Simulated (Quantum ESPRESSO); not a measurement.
The system is ReS2.

```
Re S
1.0
     0.00000    2.97198    2.97198
     2.97198    0.00000    2.97198
     2.97198    2.97198    0.00000
Re S
1 2
Direct
  0.00000 0.00000 0.00000
  0.25000 0.25000 0.25000
  0.75000 0.75000 0.75000
```

Measurements of this composition are mostly on another form, of space group No. 2.

Alike in all runs: program Quantum ESPRESSO 7.5; functional PBEsol; potentials or basis PseudoDojo 0.4.1 SR PBEsol standard; cutoff 980 eV; density cutoff 3918 eV; k mesh 6 × 6 × 6; occupations gaussian, width 0.05 eV; hubbard terms Re d U = 3 eV.

Starts and where they ended:

```tsv
start	free energy over the lowest (meV/atom)	net moment (μB)	site or absolute moments (μB)	gap
collinear spin, zero start; state nm spin; fixed moment 0; occupations atomic	17.9	0.00	-	-
no spin polarisation; state nm; occupations atomic	17.9	-	-	none (metal or under the smearing width)
collinear spin, ferromagnetic start of up to 3 μB; state fm; occupations atomic	0.0	0.86	Re +0.58; S +0.03	none (metal or under the smearing width)
```

Allowing spin polarisation gains 18 meV/atom. Runs with fixed or held moments lie higher by the price of the constraint. A still lower state may exist.

Caveats: the cell is far from rest, so the order of the states can change on relaxing; U without spin polarisation on a metal has little footing (some runs); the total moment is fixed, so each spin has its own Fermi level (some runs).
